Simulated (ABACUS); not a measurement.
The system is CsLiCr2Te2S3.

```
CELL_PARAMETERS angstrom
3.31929 1.91639 6.87982
-3.31929 1.91639 6.87982
0.00000 -3.83279 6.87982
ATOMIC_POSITIONS crystal
Cs 0.00000 0.00000 0.00000
Te 0.67990 0.67990 0.67990
Te 0.32010 0.32010 0.32010
Cr 0.79848 0.79848 0.79848
Cr 0.20152 0.20152 0.20152
S 0.13626 0.86374 0.50000
S 0.50000 0.13626 0.86374
S 0.86374 0.50000 0.13626
Li 0.50000 0.50000 0.50000
```

The cell was built by a generator and needn't be a form met in nature.

Base run:

```yaml
Program: ABACUS 3.10.1
Functional: PBE
Potentials_or_basis: PseudoDojo NC SR 0.4.1 PBE standard
Cutoff: 1361 eV
Density_cutoff: 5442 eV
Basis: DZP LCAO (the cutoffs set its grid)
k_mesh: 4 × 4 × 4
Occupations: fermi-dirac, width 0.05 eV
Spin: collinear spin, ferromagnetic start
Starting_moments: "[0.0, 0.0, 0.0, 3.0, 3.0, 0.0, 0.0, 0.0, 0.0] μB"
Fixed_moment: 4.5 μB
```

Its results: pressure 1.1 GPa; net moment 4.50 μB per cell; site moments Cs +0.01; Te -0.34; Cr +2.74; S -0.11; Li +0.01 μB; largest force 0.589 eV/Å.

Task: The run is repeated on the same cell with these changes: k mesh from 4 × 4 × 4 to 2 × 2 × 2; fixed moment from 4.5 μB to none. What comes out?

Result: Pressure 1.1 GPa; net moment 4.01 μB per cell; site moments Cs +0.01; Te -0.52; Cr +2.69; S -0.11; Li +0.01 μB; largest force 0.362 eV/Å.

Caveats: some runs use coarse meshes; the atomic orbitals were generated for these runs and aren't a published set; the basis of atomic orbitals isn't converged, which shifts pressures, moduli and gaps; only a ferromagnetic start was run, and an antiferromagnetic order may lie lower in energy; the moment is held away from its start (some runs); the total moment is fixed, so each spin has its own Fermi level (some runs).
